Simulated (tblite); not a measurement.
# C6H11F2NSi: the cost of one run

The runs use tblite 0.8.0 and PySCF 2.14.0, with density-fitted response routines of our own; the level of theory stands in each step. All values are computed, except where a source is named. Atoms count from 0, in the outputs and in this text.

## (1) Starting geometry

21 atoms, charge 0, multiplicity 1; geometry from: force field or distance geometry start.

Bonds of the start (Å): C0–C1 1.21, C1–C2 1.46, C2–C3 1.56, C3–C4 1.53, C4–C5 1.51, C5–F6 1.36, C5–F7 1.36, C3–N8 1.48, N8–Si9 1.71, C0–H10 1.06, C2–H11 1.09, C2–H12 1.09, C3–H13 1.11, C4–H14 1.10, C4–H15 1.10, C5–H16 1.09, N8–H17 1.02, Si9–H18 1.48, Si9–H19 1.48, Si9–H20 1.47.

## (2) Geometry optimisation with GFN2-xTB

What the job is given:

```
{"job": {"kind": "relax", "xc": "GFN2-xTB", "basis": "xTB"}, "charge": 0, "multiplicity": 1}
C      3.549000     0.724800     0.184100
C      2.549800     0.185200    -0.238500
C      1.357800    -0.498100    -0.734700
C      0.067900    -0.062600     0.018400
C     -0.289800     1.395400    -0.269400
C     -1.410200     1.913800     0.605300
F     -0.991600     1.942600     1.897300
F     -1.665900     3.209000     0.273700
N     -1.081600    -0.913800    -0.346000
Si    -1.444000    -2.454200     0.298100
H      4.411600     1.211800     0.552400
H      1.500400    -1.578900    -0.639500
H      1.228500    -0.286600    -1.799300
H      0.256400    -0.156600     1.104800
H     -0.571300     1.530000    -1.328700
H      0.582600     2.040200    -0.103900
H     -2.331300     1.343800     0.540900
H     -1.148500    -0.982500    -1.361900
H     -1.483000    -2.334300     1.772000
H     -0.354000    -3.352200    -0.153000
H     -2.741800    -2.860000    -0.272600
```

On the command line:

```
OMP_NUM_THREADS=1 python probes_run.py task.json out
```

One launch serves the whole session: the jobs run in the order shown.

Q: Estimate the wall time of this first job on 1 thread of Arm Neoverse N1, shared host.

About 1.4 s.
